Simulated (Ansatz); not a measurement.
# Al2Pt: how the settings move a single-point run

Aim: see which settings change the result for Al2Pt, by how much, and at what cost.

Method: reference: DFT, PBE, all-electron PAW with datasets made for the crystal, scalar-relativistic, in Ansatz 0.2.0.

### 1 The system as given

The structure is cubic, space group Fm-3m (No. 225). The conventional cell has a = 5.910 Å, b = 5.910 Å, c = 5.910 Å, α = 90.00°, β = 90.00°, γ = 90.00°. Al (site symmetry -43m) has 4 Pt at 2.56 Å as nearest neighbours. Pt (site symmetry m-3m) has 8 Al at 2.56 Å as nearest neighbours.

Coordinates:

```xyz
3
Lattice="0.0000 2.9550 2.9550 2.9550 0.0000 2.9550 2.9550 2.9550 0.0000" Properties=species:S:1:pos:R:3 pbc="T T T"
Al    1.4775    1.4775    1.4775
Al    4.4325    4.4325    4.4325
Pt    0.0000    0.0000    0.0000
```

### 2 Baseline

input.yaml reads:

```yaml
crystal:
  lattice:
    - [0.0, 2.955, 2.955]
    - [2.955, 0.0, 2.955]
    - [2.955, 2.955, 0.0]
  atoms:
    - { symbol: Al, position: [0.25, 0.25, 0.25] }
    - { symbol: Al, position: [0.75, 0.75, 0.75] }
    - { symbol: Pt, position: [0.0, 0.0, 0.0] }
kpoints:
  mp_grid: { grid: [12, 12, 12] }
  band_path:
    path:
      - [0.0, 0.0, 0.0]
      - [0.5, 0.0, 0.5]
      - [0.625, 0.25, 0.625]
      - [0.375, 0.375, 0.75]
      - [0.0, 0.0, 0.0]
      - [0.5, 0.5, 0.5]
      - [0.5, 0.25, 0.75]
      - [0.5, 0.0, 0.5]
    npoints: 8
scf:
  occupations: { method: fermi_dirac, width: 0.08 }
hamiltonian:
  xc: pbe
  pseudopotentials: { kind: all_electron, datasets: crystal }
output:
  forces: true
  stress: true
  eigenvalues: true
  efg: { contact_densities: true }
```

On the command line:

```
$ ansatz run input.yaml --threads 1 --pin off --max-ram 4096MiB --backend cpu --events-out ev --progress --plain --runs-dir out
```

### 3 Changed: mp_grid.grid [6, 6, 6], preconditioner none

Edit input.yaml of step 2 so:

```diff
@@ -10,3 +10,3 @@
 kpoints:
-  mp_grid: { grid: [12, 12, 12] }
+  mp_grid: { grid: [6, 6, 6] }
   band_path:
@@ -24,2 +24,3 @@
   occupations: { method: fermi_dirac, width: 0.08 }
+  mixing: { preconditioner: none }
 hamiltonian:
```

**Question.** What will these runs give? Wanted: for each run, ending; energy change; pressure; gap; force.

**Answer**, as computed:

| run | ending | energy change | pressure (GPa) | gap (eV) | force (eV/Å) | cycles | time |
| --- | --- | --- | --- | --- | --- | --- | --- |
| reference | converged | 0 | 2.5 | 0.00 | 0.00 | 9 | 16 s |
| 1: mp_grid.grid [6, 6, 6], preconditioner none | converged | -3.7 meV/atom | 2.4 | 0.00 | 0.00 | 8 | 11 s |

Residual by cycle in the longest SCF loop of each run; runs are numbered as in the table. The quantity is the density residual dr2, in eV.

```
cycle  reference   run 1
    1       3.67    3.71
    2      0.523    1.51
    3     0.0637    0.22
    4    0.00848  0.0257
    5     5.8e-4  3.3e-4
    6     1.9e-4  3.2e-5
    7     3.1e-5  2.6e-7
    8     1.5e-6  1.9e-8
    9     6.8e-8       -
```

What this shows: Changing the k-point mesh and mixing moves the energy by -3.7 meV/atom. The energy is not variational in the mesh, so the sign tells nothing. Mixing and thresholds change the path, not the converged energy, so the shift is the mesh's.
